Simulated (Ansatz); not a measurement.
**PBE-QIDH/def2-SVPD (core potential) run of CH3In (SMILES C[In])**

What is the electronic atomisation energy of CH3In at PBE-QIDH/def2-SVPD (core potential)? 

The results are computed with Ansatz 0.2.0.

46 further runs of the same task are left out: 5 that didn't finish, 41 set aside as unsound or not needed.

### 1 The structure to begin with

The species is CH3In (5 atoms), meant as a singlet with charge 0. As SMILES, `C[In]`. The coordinates come from a PBE0-D4/def2-TZVP relaxation.

Bond lengths: C1–In2 2.238 Å, C1–H3 1.096 Å, C1–H4 1.096 Å, C1–H5 1.096 Å. Angles: In2–C1–H3 111.3°, In2–C1–H4 111.3°, In2–C1–H5 111.3°, H3–C1–H4 107.6°, H3–C1–H5 107.6°, H4–C1–H5 107.6°.

### 2 The energy at PBE-QIDH/def2-SVPD (core potential)

The input, molecule.yaml:

```yaml
crystal:
  periodic: [false, false, false]
  atoms:
    - {symbol: C, position_ang: [-0.182770, 0.073150, -0.070580]}
    - {symbol: In, position_ang: [1.772750, -0.709460, 0.684610]}
    - {symbol: H, position_ang: [-0.972960, -0.040920, 0.680150]}
    - {symbol: H, position_ang: [-0.502560, -0.460530, -0.972760]}
    - {symbol: H, position_ang: [-0.114460, 1.137770, -0.321410]}
basis:
  gaussian:
    orbitals: def2-SVPD
hamiltonian:
  xc: {name: PBE-QIDH}
correlation:
  frozen_orbitals: {C: 1, H: 0, In: 4}
accuracy: high
output: {orbitals: {seedname: orbitals}}
```

On the command line:

```sh
$ ansatz run molecule.yaml --threads 1 --pin off --max-ram 3480MiB --events-out events.jsonl --progress --plain --runs-dir runs
```

The log of the run:

```text
Warning: RAYON_NUM_THREADS=1 ignored (pool sized by the plan → 1); use --threads N
Functional definition: PBE-QIDH
  name "PBE-QIDH"
  parameter a = 3^(-1/3)
  parameter c = 1/3
  exchange = (1 - a)*pbe_x + a*exact_x
  correlation = (1 - c)*pbe_c + c*(mp2_os + mp2_ss)
1696 factors; integrals over basis functions are off by at most 3.1e-9 eV
mean field evaluation 1: about -6243.6001 eV, gradient 3.4e1 eV
mean field evaluation 2: about -6243.6009 eV, gradient 3.4e1 eV
mean field evaluation 4: about -6246.8648 eV, gradient 1.4e0 eV
mean field evaluation 8: about -6246.8789 eV, gradient 1.5e-2 eV
mean field evaluation 16: about -6246.8789 eV, gradient 1.6e-6 eV
mean field -6246.87889717 eV, -229.5685651844 hartree, gradient 9.7e-8 eV, S^2 0.000000; 0 other end points of the search recorded, 0 dependent functions left out
5 core orbitals not correlated: weight in the atoms' cores, before any rotation towards them, 1.000 or more for the frozen orbitals, at most 0.000 for the correlated occupied ones
reference -6246.87889820 eV, -229.5685652224 hartree; 10, 10 occupied and 61, 61 virtual orbitals, 1696 factors
second order -7.18257705 eV of doubles, -0.00000000 eV of singles
Total energy: -6249.27309056 eV, -229.6565501685 hartree
```

Wall time 7.2 s (1 thread of Arm Neoverse V1, shared host); peak memory 0.21 GiB.

### 3 The C atom, same level

The input, run.yaml:

```yaml
crystal:
  periodic: [false, false, false]
  atoms:
    - {symbol: C, position_ang: [0.000000, 0.000000, 0.000000]}
basis:
  gaussian: {orbitals: def2-SVPD}
magnetization: {spin_polarized: true, initial_magnetization: 2}
hamiltonian: {xc: {name: PBE-QIDH}}
correlation: {frozen_orbitals: {C: 1}}
accuracy: high
```

Run the same way, it converges to -37.75078 Eh (log not shown).

### 4 The H atom

The input, input.yaml:

```yaml
crystal:
  periodic: [false, false, false]
  atoms:
    - symbol: H
      position_ang: [0.000000, 0.000000, 0.000000]
basis:
  gaussian:
    orbitals: def2-SVPD
correlation:
  frozen_orbitals: {H: 0}
magnetization:
  spin_polarized: true
  initial_magnetization: 1
hamiltonian:
  xc: {name: PBE-QIDH}
accuracy: high
```

Run the same way, it converges to -0.50124 Eh (log not shown).

### 5 The In atom

The input, job.yaml:

```yaml
crystal:
  periodic: [false, false, false]
  atoms:
    - symbol: In
      position_ang: [0.000000, 0.000000, 0.000000]
basis:
  gaussian: {orbitals: def2-SVPD}
magnetization: {spin_polarized: true, initial_magnetization: 1}
hamiltonian: {xc: {name: PBE-QIDH}}
correlation: {frozen_orbitals: {In: 4}}
accuracy: high
```

Run the same way, it converges to -189.82764 Eh (log not shown).

### 6 What came out

At PBE-QIDH/def2-SVPD (core potential), 5 core orbitals frozen:

```
                                     quantity          value
                       molecule: total energy  -229.65655 Eh
  molecule: HOMO energy (SCF part's orbitals)       -6.76 eV
  molecule: LUMO energy (SCF part's orbitals)       -0.12 eV
molecule: HOMO–LUMO gap (SCF part's orbitals)        6.64 eV
                         C atom: total energy   -37.75078 Eh
                                 C atom: ⟨S²⟩          2.006
                         H atom: total energy    -0.50124 Eh
                                 H atom: ⟨S²⟩          0.750
                        In atom: total energy  -189.82764 Eh
                                In atom: ⟨S²⟩          0.757
                electronic atomisation energy      15.630 eV
```

In words: Taking the molecule apart into free atoms costs 15.63 eV (360 kcal/mol), before zero-point energy and without spin-orbit coupling.
